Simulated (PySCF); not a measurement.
# NAlO2H4 in PySCF: further runs, part 2 of 2

PySCF 2.14.0.

## Step 4: CCSD(T) correlation energy, HF (atoms moved at random, drawn with an rms of 0.05 Å)

run.py

```python
import json
import numpy as np
from pyscf.pbc import gto, scf, dft, df

cell = gto.Cell()
cell.basis = '6-31g*'
cell.fromfile('AlH4NO2.cif')
cell.exp_to_discard = 0
cell.precision = 1e-08
cell.max_memory = 2520  # MB
cell.verbose = 4
cell.build()

res = {}
kpts = cell.make_kpts([1, 1, 1])
mf = scf.KRHF(cell, kpts, exxdiv='ewald')
mf = mf.density_fit()
mf.with_df._cderi = 'cderi.h5'  # three-centre integrals saved by an earlier run on this cell, basis and mesh
mf.conv_tol = 1e-08
mf.max_cycle = 60

mf.kernel()
res.update(converged=bool(mf.converged), e_tot=mf.e_tot, nelec=cell.nelectron, nao=cell.nao, mesh=list(map(int, cell.mesh)), a=cell.lattice_vectors().tolist(), coords=cell.atom_coords().tolist(),
           mo_energy=[np.real(x).tolist() for x in mf.mo_energy], mo_occ=[np.real(x).tolist() for x in mf.mo_occ])
import h5py
print('fit functions by k pair:', sorted({v['0'].shape[0] for v in h5py.File(mf.with_df._cderi)['j3c'].values()}))
res.update(kpts=cell.get_scaled_kpts(kpts).tolist())
res['parts'] = {k: float(np.real(v)) for k, v in mf.scf_summary.items() if np.isscalar(v)}
json.dump(res, open('results.json', 'w'))
if not mf.converged:
    raise SystemExit('SCF not converged')

print('levels (eV)')
for i, kp in enumerate(res['kpts'][:40]):
    print('k %7.4f %7.4f %7.4f  ' % tuple(kp), ' '.join('%.3f' % (x * 27.211386) for x in res['mo_energy'][i][:25]))

# Mulliken populations
dm, s = np.asarray(mf.make_rdm1()), np.asarray(mf.get_ovlp())
sites = cell.aoslice_by_atom()[:, 2:]
tot = np.einsum('kij,kji->i', dm, s).real / len(kpts)
res['mulliken'] = [cell.atom_charge(i) - tot[a0:a1].sum() for i, (a0, a1) in enumerate(sites)]
print('Mulliken charges', np.round(res['mulliken'], 5))

from pyscf.pbc import cc
mycc = cc.KRCCSD(mf, frozen=8)
mycc.max_cycle = 50
mycc.conv_tol = 1e-6
mycc.keep_exxdiv = False
eris = mycc.ao2mo()
mycc.kernel(eris=eris)
res.update(e_corr=mycc.e_corr, e_mp2=float(np.real(mycc.emp2)), post_converged=bool(mycc.converged))
json.dump(res, open('results.json', 'w'))
res['e_t'] = float(np.real(mycc.ccsd_t(eris=eris)))
res['done'] = True
json.dump(res, open('results.json', 'w'))
```

AlH4NO2.cif

```cif
data_AlH4NO2
_cell_length_a 13.00000000
_cell_length_b 14.00000000
_cell_length_c 11.00000000
_cell_angle_alpha 90.00000000
_cell_angle_beta 90.00000000
_cell_angle_gamma 90.00000000
_space_group_name_H-M_alt 'P1'
_space_group_name_Hall 'P 1'
_space_group_IT_number 1
loop_
_space_group_symop_operation_xyz
'x,y,z'
loop_
_atom_site_label
_atom_site_type_symbol
_atom_site_symmetry_multiplicity
_atom_site_Wyckoff_symbol
_atom_site_fract_x
_atom_site_fract_y
_atom_site_fract_z
_atom_site_occupancy
N1 N 1 a 0.4300260000 0.6072090000 0.5301600000 1
Al1 Al 1 a 0.4659830000 0.4864900000 0.5151400000 1
O1 O 1 a 0.5853970000 0.4521190000 0.4726060000 1
O2 O 1 a 0.3764810000 0.4037900000 0.5471780000 1
H1 H 1 a 0.4762530000 0.6715840000 0.5119630000 1
H2 H 1 a 0.3604760000 0.6291930000 0.5541100000 1
H3 H 1 a 0.6434870000 0.4969120000 0.4496840000 1
H4 H 1 a 0.3932330000 0.3391350000 0.5383990000 1
```

Potentials or basis: 6-31g* (all-electron).

Command:

```
OMP_NUM_THREADS=2 python -u run.py > log
```

Log:

```text
Discarded 0 diffused primitive functions, 0 contracted functions

******** <class 'pyscf.pbc.scf.khf.KRHF'> ********
method = KRHF
initial guess = minao
damping factor = 0
level_shift factor = 0
DIIS = <class 'pyscf.scf.diis.CDIIS'>
diis_start_cycle = 1
diis_space = 8
diis_damp = 0
SCF conv_tol = 1e-08
SCF conv_tol_grad = None
SCF max_cycles = 60
direct_scf = True
direct_scf_tol = 1e-13

******** PBC SCF flags ********
N kpts = 1
Exchange divergence treatment (exxdiv) = ewald
    madelung (= occupied orbital energy shift) = 0.11727034642513769
    Total energy shift due to Ewald probe charge = -1/2 * Nelec*madelung = -2.3454069285
DF object = <pyscf.pbc.df.df.GDF object>
Set gradient conv threshold to 0.0001

******** <class 'pyscf.pbc.df.rsdf_builder._RSNucBuilder'> ********
mesh = [47 49 39] (89817 PWs)
ke_cutoff = 16.24420340916599
omega = 0.5072304224632032
exclude_d_aux = False
exclude_dd_block = True
j2c_eig_always = False
has_long_range = True
init E= -448.598163332075
  HOMO = -0.286806528429  LUMO = -0.0144499859222  gap/eV = 7.41120
cycle= 1 E= -448.42039501732  delta_E= 0.178  |g|= 0.723  |ddm|= 2.39
  HOMO = -0.360838319119  LUMO = 0.131402163803  gap/eV = 13.39455
cycle= 2 E= -448.499504025736  delta_E= -0.0791  |g|= 0.419  |ddm|= 0.687
  HOMO = -0.384982229259  LUMO = 0.120263351479  gap/eV = 13.74843
cycle= 3 E= -448.532284970537  delta_E= -0.0328  |g|= 0.0474  |ddm|= 0.263
  HOMO = -0.384688385938  LUMO = 0.121904497948  gap/eV = 13.78509
cycle= 4 E= -448.533105698925  delta_E= -0.000821  |g|= 0.0101  |ddm|= 0.0589
  HOMO = -0.381224478493  LUMO = 0.122117888684  gap/eV = 13.69664
cycle= 5 E= -448.533150364713  delta_E= -4.47e-05  |g|= 0.00422  |ddm|= 0.0142
  HOMO = -0.382414441157  LUMO = 0.121899246428  gap/eV = 13.72307
cycle= 6 E= -448.533155910011  delta_E= -5.55e-06  |g|= 0.00107  |ddm|= 0.00393
  HOMO = -0.382322962844  LUMO = 0.121805680752  gap/eV = 13.71804
cycle= 7 E= -448.533156668033  delta_E= -7.58e-07  |g|= 0.00023  |ddm|= 0.002
  HOMO = -0.382283442659  LUMO = 0.121814751977  gap/eV = 13.71721
cycle= 8 E= -448.533156697633  delta_E= -2.96e-08  |g|= 9.37e-05  |ddm|= 0.000396
  HOMO = -0.38229139796  LUMO = 0.121812375108  gap/eV = 13.71736
cycle= 9 E= -448.533156700732  delta_E= -3.1e-09  |g|= 2.38e-05  |ddm|= 0.000118
  HOMO = -0.382286594027  LUMO = 0.121812164692  gap/eV = 13.71723
Extra cycle  E= -448.533156700948  delta_E= -2.16e-10  |g|= 1.3e-05  |ddm|= 3.28e-05
converged SCF energy = -448.533156700948
fit functions by k pair: [414]
levels (eV)
k  0.0000  0.0000  0.0000   -1590.122 -558.590 -558.287 -422.232 -132.344 -86.519 -86.490 -86.472 -35.136 -34.538 -29.325 -18.221 -17.510 -16.423 -15.008 -13.658 -13.383 -13.352 -12.780 -10.403 3.315 4.252 5.017 5.327 7.618
Mulliken charges [-1.09657  1.35351 -0.95852 -0.95166  0.34407  0.37736  0.46159  0.47022]

******** <class 'pyscf.pbc.df.rsdf_builder._RSNucBuilder'> ********
mesh = [47 49 39] (89817 PWs)
ke_cutoff = 16.24420340916599
omega = 0.5072304224632032
exclude_d_aux = False
exclude_dd_block = True
j2c_eig_always = False
has_long_range = True
using incore ERI storage

******** <class 'pyscf.pbc.cc.kccsd_rhf.RCCSD'> ********
CC2 = 0
CCSD nocc = 12, nmo = 60
frozen orbitals 8
max_cycle = 50
direct = 1
conv_tol = 1e-06
conv_tol_normt = 1e-05
diis_space = 6
diis_start_cycle = 0
diis_start_energy_diff = 1e+09
Init t2, MP2 energy (with fock eigenvalue shift) = -0.576982132348586
Init E_corr(RCCSD) = -0.576982132348586
cycle = 1  E_corr(RCCSD) = -0.583965924007147  dE = -0.00698379166  norm(t1,t2) = 0.0660092
cycle = 2  E_corr(RCCSD) = -0.59630213197156  dE = -0.012336208  norm(t1,t2) = 0.0234086
cycle = 3  E_corr(RCCSD) = -0.598021245214537  dE = -0.00171911324  norm(t1,t2) = 0.0108109
cycle = 4  E_corr(RCCSD) = -0.600179447619171  dE = -0.0021582024  norm(t1,t2) = 0.00455647
cycle = 5  E_corr(RCCSD) = -0.600176302120622  dE = 3.14549855e-06  norm(t1,t2) = 0.000898394
cycle = 6  E_corr(RCCSD) = -0.600113453471514  dE = 6.28486491e-05  norm(t1,t2) = 0.000336618
cycle = 7  E_corr(RCCSD) = -0.600107415467486  dE = 6.03800403e-06  norm(t1,t2) = 9.52671e-05
cycle = 8  E_corr(RCCSD) = -0.600110876622678  dE = -3.46115519e-06  norm(t1,t2) = 3.60719e-05
cycle = 9  E_corr(RCCSD) = -0.600110636622607  dE = 2.40000071e-07  norm(t1,t2) = 1.62131e-05
cycle = 10  E_corr(RCCSD) = -0.600110690231183  dE = -5.36085758e-08  norm(t1,t2) = 5.40806e-06
RCCSD converged
E(RCCSD) = -449.1332673911796  E_corr = -0.6001106902311831
pyscf/pbc/cc/kccsd_t_rhf.py:293: ComplexWarning: Casting complex values to real discards the imaginary part
  my_permuted_w[ki,kj,kk] = t3Tw
pyscf/pbc/cc/kccsd_t_rhf.py:294: ComplexWarning: Casting complex values to real discards the imaginary part
  my_permuted_v[ki,kj,kk] = t3Tv
CCSD(T) correction per cell = -0.0100776148284899
CCSD(T) correction per cell (imag) = 0
```

Run time: 69 s. Hardware: 2 threads of Intel Xeon at 2.70GHz, shared host; peak memory 4.9 GiB.

Results:

| Quantity | Value |
| --- | --- |
| Free energy | -12205.2090 eV |
| Gap between the frontier levels | 13.72 eV |
| Mulliken charges | N -1.10; Al +1.35; O -0.96, -0.95; H +0.34, +0.38, +0.46, +0.47 e |
| Triples correction | -0.274 eV |
| MP2 correlation energy per cell | -15.700 eV |
| CCSD correlation energy per cell | -16.330 eV |

Levels at points of the mesh, in eV from the valence-band top:
| k point | band 16 | band 17 | band 18 | band 19 | band 20 | band 21 | band 22 | band 23 | band 24 | band 25 |
| --- | --- | --- | --- | --- | --- | --- | --- | --- | --- | --- |
| (0.00, 0.00, 0.00) | -3.26 | -2.98 | -2.95 | -2.38 | 0.00 | 13.72 | 14.65 | 15.42 | 15.73 | 18.02 |

Caveat: the basis is small and the box finite, so much correlation energy is missing and levels can be off by tenths of an eV; Mulliken charges move with the basis; this is a molecule in a periodic box at the Γ point, so its band gap is the HOMO-LUMO gap; total energy, band gap and charges are those of the mean-field reference; the basis of atomic orbitals isn't converged, which shifts pressures, moduli and gaps.

## Step 5: Overview

| task | level | grid for exchange and correlation | gap on the mesh (eV) |
| --- | --- | --- | --- |
| G0W0 quasiparticle levels | PBE0 | Becke, atom-centred | - |
| excitation energies (Tamm-Dancoff) | PBE0 | Becke, atom-centred | 7.02 |
| CCSD(T) correlation energy | HF | - | 13.72 |

Alike in all rows: potentials or basis 6-31g* (all-electron); no spin polarisation; cell atoms moved at random, drawn with an rms of 0.05 Å; k mesh 1 × 1 × 1; smearing fixed.

Caveats: the basis is small and the box finite, so much correlation energy is missing and levels can be off by tenths of an eV; this is a molecule in a periodic box at the Γ point, so its band gap is the HOMO-LUMO gap; the basis of atomic orbitals isn't converged, which shifts pressures, moduli and gaps; the iterative solver can pass over a root and still report convergence (some runs).

Total energies depend on the potentials used, so only differences within one code and one set of settings carry meaning.
